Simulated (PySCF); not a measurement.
# One shape, several levels: SiH4S4 (SMILES S[Si](S)(S)S)

Wanted: a comparison of 4 runs (HF/3-21G, HF/def2-SVP, B3LYP/6-31G*, CCSD/def2-SVP) of SiH4S4. The job is set up through a Python script.

Program for the calculation: PySCF 2.14.0.

## (1) Starting point

SiH4S4 has 9 atoms, charge 0, and is taken as a singlet. As SMILES, `S[Si](S)(S)S`. The coordinates come from a PBE0-D4/def2-TZVP relaxation. This is one conformer, not always the lowest.

Bond lengths: S1–Si2 2.126 Å, Si2–S3 2.126 Å, Si2–S4 2.126 Å, Si2–S5 2.126 Å, S1–H6 1.346 Å, S3–H7 1.346 Å, S4–H8 1.346 Å, S5–H9 1.346 Å. Angles: S1–Si2–S3 106.5°, S1–Si2–S4 106.5°, S1–Si2–S5 115.6°, S3–Si2–S4 115.6°, S3–Si2–S5 106.5°, S4–Si2–S5 106.5°, Si2–S1–H6 94.0°, Si2–S3–H7 94.0°, Si2–S4–H8 94.0°, Si2–S5–H9 94.0°.

## (2) Energy and forces at HF/3-21G (run 1)

job.py

```python
from pyscf import gto, scf

system = gto.M(
    atom=[
    ('S', (-0.675800, 1.025800, -1.730600)),
    ('Si', (0.009800, -0.005200, -0.002000)),
    ('S', (2.107100, 0.327200, 0.107800)),
    ('S', (-0.587200, -2.033000, -0.231600)),
    ('S', (-0.803900, 0.658400, 1.846900)),
    ('H', (-1.942700, 0.590000, -1.603900)),
    ('H', (2.332400, -0.076700, -1.156000)),
    ('H', (-0.126500, -2.404000, 0.977200)),
    ('H', (-0.224500, 1.871000, 1.775100)),
],
    charge=0,
    max_memory=1860,
    basis='3-21g',
    verbose=4,
)

myscf = scf.RHF(system)
myscf.conv_tol = 1e-10
myscf.kernel()
if not myscf.converged:
    myscf = myscf.newton().run(myscf.mo_coeff, myscf.mo_occ)

e_final = myscf.e_tot
print('E(%s) = %.9f' % ('HF', e_final))
grad = myscf.nuc_grad_method().kernel()
dip = myscf.dip_moment()
pop, q = myscf.mulliken_pop()
```

Run with:

```bash
$ OMP_NUM_THREADS=1 python job.py
```

Standard output:

```text
PySCF version 2.14.0

[... 61 lines left out ...]
converged SCF energy = -1872.03042501253
[... 12 lines left out ...]
Dipole moment(X, Y, Z, Debye): -0.00294,  0.00312, -0.00090
[... 83 lines left out ...]
charge of    8H =      0.11555
```

It took 4.2 s on 1 thread of Intel Xeon at 2.70GHz, shared host; peak memory 0.14 GiB.

## (3) Energy and gradient at HF/def2-SVP (run 2)

calc.py

```python
from pyscf import gto, scf

mol = gto.Mole()
mol.atom = '''
S       -0.675800       1.025800      -1.730600
Si       0.009800      -0.005200      -0.002000
S        2.107100       0.327200       0.107800
S       -0.587200      -2.033000      -0.231600
S       -0.803900       0.658400       1.846900
H       -1.942700       0.590000      -1.603900
H        2.332400      -0.076700      -1.156000
H       -0.126500      -2.404000       0.977200
H       -0.224500       1.871000       1.775100
'''
mol.verbose = 3
mol.basis = 'def2-svp'
mol.charge = 0
mol.max_memory = 1860
mol.build()

mf = scf.RHF(mol)
mf.conv_tol = 1e-10
mf.kernel()
if not mf.converged:
    mf = mf.newton().run(mf.mo_coeff, mf.mo_occ)

e_tot = mf.e_tot
print(f'total energy: {e_tot:.8f} hartree')
grad = mf.nuc_grad_method().kernel()
dip = mf.dip_moment()
pop, q = mf.mulliken_pop()
```

Run with:

```bash
$ OMP_NUM_THREADS=1 python calc.py
```

Standard output:

```text
converged SCF energy = -1880.91730090984
total energy: -1880.91730091 hartree
[... 8 lines left out ...]
Dipole moment(X, Y, Z, Debye): -0.00239,  0.00237, -0.00070
[... 120 lines left out ...]
charge of    8H =      0.09450
```

Wall time 14 s (1 thread of Intel Xeon at 2.70GHz, shared host); peak memory 0.26 GiB.

Run 3 isn't shown in full; the table further down has it.

## (4) The energy at CCSD/def2-SVP (run 4)

input.py

```python
from pyscf import gto, scf, cc

molecule = gto.M(
    atom='''
S     -1.277077     1.938481    -3.270360
Si     0.018519    -0.009827    -0.003779
S      3.981842     0.618318     0.203712
S     -1.109647    -3.841813    -0.437661
S     -1.519151     1.244196     3.490135
H     -3.671171     1.114938    -3.030932
H      4.407597    -0.144942    -2.184523
H     -0.239050    -4.542902     1.846640
H     -0.424244     3.535678     3.354453
''',
    unit='bohr',
    basis='def2-svp',
    verbose=3,
    spin=0,
    max_memory=1860,
    charge=0,
)

calc0 = scf.RHF(molecule)
calc0.conv_tol = 1e-10
calc0.kernel()
if not calc0.converged:
    calc0 = calc0.newton().run(calc0.mo_coeff, calc0.mo_occ)

mycc = cc.CCSD(calc0, frozen=25)
mycc.kernel()
etot = mycc.e_tot
print(f'total energy: {etot:.8f} hartree')
calc0.analyze()
```

Run with:

```bash
$ OMP_NUM_THREADS=1 python input.py
```

Standard output:

```text
converged SCF energy = -1880.91730091588
[... 8 lines left out ...]
MO #6   energy= -8.96721333060189  occ= 2
[... 12 lines left out ...]
MO #19  energy= -6.65177867744721  occ= 2
[... 12 lines left out ...]
MO #32  energy= -0.584580989796206 occ= 2
[... 12 lines left out ...]
MO #45  energy= 0.167468401701576  occ= 0
[... 12 lines left out ...]
MO #58  energy= 0.583865450638376  occ= 0
[... 12 lines left out ...]
MO #71  energy= 0.850320145635798  occ= 0
[... 12 lines left out ...]
MO #84  energy= 1.11407739431812   occ= 0
[... 12 lines left out ...]
MO #97  energy= 1.4556800859903    occ= 0
[... 12 lines left out ...]
MO #110 energy= 2.49776397000108   occ= 0
[... 10 lines left out ...]
Dipole moment(X, Y, Z, Debye): -0.00239,  0.00237, -0.00070
```

Run time: 26 s. Hardware: 1 thread of Intel Xeon at 2.70GHz, shared host; peak memory 0.64 GiB.

## (5) The series

| run | level | integration grid | task | energy (Eh) | dipole moment (D) of the reference | HOMO energy (eV) | LUMO energy (eV) | wall time |
| --- | --- | --- | --- | --- | --- | --- | --- | --- |
| 1 | HF/3-21G | – | gradient | -1872.030425 | 0.00 | -10.99 | 2.96 | 4.2 s |
| 2 | HF/def2-SVP | – | gradient | -1880.917301 | 0.00 | -10.37 | 3.74 | 14 s |
| 3 | B3LYP/6-31G* (spherical functions) | 5 | gradient | -1884.758528 | 0.00 | -7.38 | -0.53 | 56 s |
| 4 | CCSD/def2-SVP | – | energy | -1881.602963 | 0.00 | -10.37 | 3.74 | 26 s |

## (6) What came out

```
                                           quantity           value
                                run 4: total energy  -1881.60296 Eh
        run 4: dipole moment (Hartree–Fock density)          0.00 D
         run 4: HOMO energy (Hartree–Fock orbitals)       -10.37 eV
         run 4: LUMO energy (Hartree–Fock orbitals)         3.74 eV
       run 4: HOMO–LUMO gap (Hartree–Fock orbitals)        14.11 eV
run 4: correlation energy (25 core orbitals frozen)      -685.7 mEh
                               run 4: T1 diagnostic           0.010
```

What this shows: Over runs 1, 2, 3 the HOMO–LUMO gap runs from 6.85 eV (B3LYP/6-31G*) to 14.11 eV (HF/def2-SVP). The two ends differ in method and basis. All runs together took 100 s, the longest 56 s.
